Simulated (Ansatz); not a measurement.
HPbNO4:

```
H Pb N O
1.0
     4.20407    0.00000    0.00000
     2.02172    3.83952    0.00000
     2.04686    1.27900    6.28132
H Pb N O
1 1 1 4
Cartesian
  6.4119 3.4218 3.9444
  4.2925 4.6959 5.5497
  2.2802 1.4940 1.8951
  6.4140 3.5006 4.9249
  2.3104 1.0037 0.7095
  2.3185 0.7238 2.8804
  2.2113 2.7408 2.0273
```

The cell was built by a generator and needn't be a form met in nature.

| Item | Value |
| --- | --- |
| Program | Ansatz 0.2.0 |
| Task | relaxation of cell and atoms |
| Functional | PBE |
| Dispersion | D4 |
| Potentials or basis | Ansatz PAW |
| Cutoff | 420 eV (not typed: the program's choice for these potentials) |
| k mesh | 5 × 5 × 3 |
| Occupations | fermi-dirac, width 0.05 eV |
| Spin | no spin polarisation |

At the start: volume 14.48 Å³/atom.

Q: How do energy, volume and symmetry change on relaxing?

A: It ends after 14 steps and the volume is 14.00 Å³/atom (-3.4 %); space group P1 (No. 1, to 0.05 Å).

Step by step:
| step | energy change (eV) | largest force (eV/Å) | volume (Å³) |
| --- | --- | --- | --- |
| 1 | 0.0000 | 0.0213 | 101.39 |
| 2 | -0.0216 | 0.0530 | 98.94 |
| 3 | -0.0230 | 0.0752 | 98.68 |
| 4 | -0.0245 | 0.1823 | 98.31 |
| 5 | -0.0250 | 0.0437 | 98.38 |
| 6 | -0.0253 | 0.0464 | 98.34 |
| 7 | -0.0253 | 0.0026 | 98.35 |
| 8 | -0.0151 | 0.0021 | 98.35 |
| 9 | -0.0170 | 0.0280 | 97.89 |
| 10 | -0.0168 | 0.0153 | 97.97 |
| 11 | -0.0168 | 0.0193 | 97.97 |
| 12 | -0.0168 | 0.0192 | 97.97 |
| 13 | -0.0168 | 0.0037 | 97.98 |
| 14 | -0.0155 | 0.0038 | 97.98 |

Final structure:
```
H Pb N O
1.0
     4.15232   -0.00387    0.00370
     1.99330    3.77475   -0.01543
     2.02601    1.22801    6.24445
H Pb N O
1 1 1 4
Direct
  0.89409 0.68103 0.62294
  0.13839 0.93911 0.88375
  0.25713 0.28639 0.30395
  0.83211 0.65111 0.78001
  0.38984 0.21874 0.11396
  0.31340 0.03077 0.46055
  0.07376 0.60865 0.32634
```

Caveat: the plane-wave basis is chosen anew once the cell has moved, so the energies of steps on either side of that aren't comparable; the pressure holds a Pulay correction of +0.6 GPa for the finite cutoff.
